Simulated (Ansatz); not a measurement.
# CH₇NSSi: up Jacob's ladder to CCSD(T)

An exercise on one series of results from a longer session: the logs are not shown, and one member is left open.

The runs use Ansatz 0.2.0, Gaussian basis; functionals in def2-TZVPP, the program's frozen cores in correlated methods.

Plan: PBE-D4, r2SCAN-D4, PBE0-D4, B3LYP-D4, ωB97X-V, ωB97M-V, B2PLYP; CCSD(T)/def2-TZVPP; MP2/def2-QZVPP; extrapolation to the limit.

## Structure used throughout

All runs share one geometry, relaxed beforehand with PBE0-D4 in a triple-zeta def2 set.

SMILES `[SiH3]NCS`, 11 atoms, charge 0, spin multiplicity 1.

Atoms are counted from 1 here; the program's logs count them from 0.

Bond lengths: Si1–N2 1.728 Å, Si1–H5 1.490 Å, Si1–H6 1.485 Å, Si1–H7 1.486 Å, N2–C3 1.425 Å, N2–H8 1.009 Å, C3–S4 1.847 Å, C3–H9 1.091 Å, C3–H10 1.091 Å, S4–H11 1.344 Å. Angles: N2–Si1–H5 115.5°, N2–Si1–H6 106.9°, N2–Si1–H7 107.0°, H5–Si1–H6 108.2°, H5–Si1–H7 107.9°, H6–Si1–H7 111.3°, Si1–N2–C3 123.6°, Si1–N2–H8 118.0°, C3–N2–H8 113.4°, N2–C3–S4 111.1°, N2–C3–H9 109.5°, N2–C3–H10 111.1°, S4–C3–H9 108.4°, S4–C3–H10 108.1°, H9–C3–H10 108.6°, C3–S4–H11 97.1°.

The first run:

File in.yaml:

```yaml
crystal:
  periodic: [false, false, false]
  atoms:
    - {symbol: Si, position_ang: [-0.626969, 1.573617, -0.008806]}
    - {symbol: N, position_ang: [-0.299707, 0.045950, 0.729240]}
    - {symbol: C, position_ang: [0.660623, -0.881577, 0.230046]}
    - {symbol: S, position_ang: [-0.043824, -1.892266, -1.145580]}
    - {symbol: H, position_ang: [-1.405580, 1.519675, -1.278158]}
    - {symbol: H, position_ang: [-1.399621, 2.373019, 0.975579]}
    - {symbol: H, position_ang: [0.685618, 2.204663, -0.303475]}
    - {symbol: H, position_ang: [-1.035949, -0.388915, 1.264473]}
    - {symbol: H, position_ang: [1.527411, -0.338903, -0.150370]}
    - {symbol: H, position_ang: [0.992899, -1.562420, 1.015197]}
    - {symbol: H, position_ang: [1.010496, -2.709842, -1.307648]}
basis:
  gaussian: {orbitals: def2-TZVPP}
hamiltonian: {xc: pbe, dispersion: d4}
output: {forces: true, orbitals: {seedname: orbitals}}
```

Launch:

```sh
$ ansatz run in.yaml --threads 4 --pin off --events-out ev --progress --plain --max-ram 10444MiB
```

Steps of the session up to this table: PBE-D4 (GGA); r2SCAN-D4 (meta-GGA); PBE0-D4 (hybrid); B3LYP-D4 (hybrid); ωB97X-V (range-separated); ωB97M-V (range-separated); B2PLYP (double hybrid); CCSD(T) in def2-TZVPP; MP2 in def2-QZVPP.

One table of the session follows, with a row left open; its other results are not shown here.

```
            method  atomisation energy (kJ/mol)
            PBE-D4                       3645.0
         r2SCAN-D4                       3597.7
           PBE0-D4                       3595.3
          B3LYP-D4                       3615.4
           ωB97X-V                       3633.4
           ωB97M-V                            ?
            B2PLYP                       3560.8
     HF/def2-TZVPP                       2573.5
    MP2/def2-TZVPP                       3518.3
   CCSD/def2-TZVPP                       3454.9
CCSD(T)/def2-TZVPP                       3503.4
           MP2/CBS                       3624.5
       CCSD(T)/CBS                       3609.6
```

Q: Estimate the row for ωB97M-V from the others.

**Answer.** atomisation energy (kJ/mol): 3626.3. In the column «atomisation energy (kJ/mol)» it lies between MP2/CBS (3624.5) and ωB97X-V (3633.4).

Caveats from the session: Free atoms (1 Si, 1 N, 1 C, 1 S, 7 H) were run apart at each level; the atomisation energy is their sum less the molecule, without zero-point or spin-orbit terms.
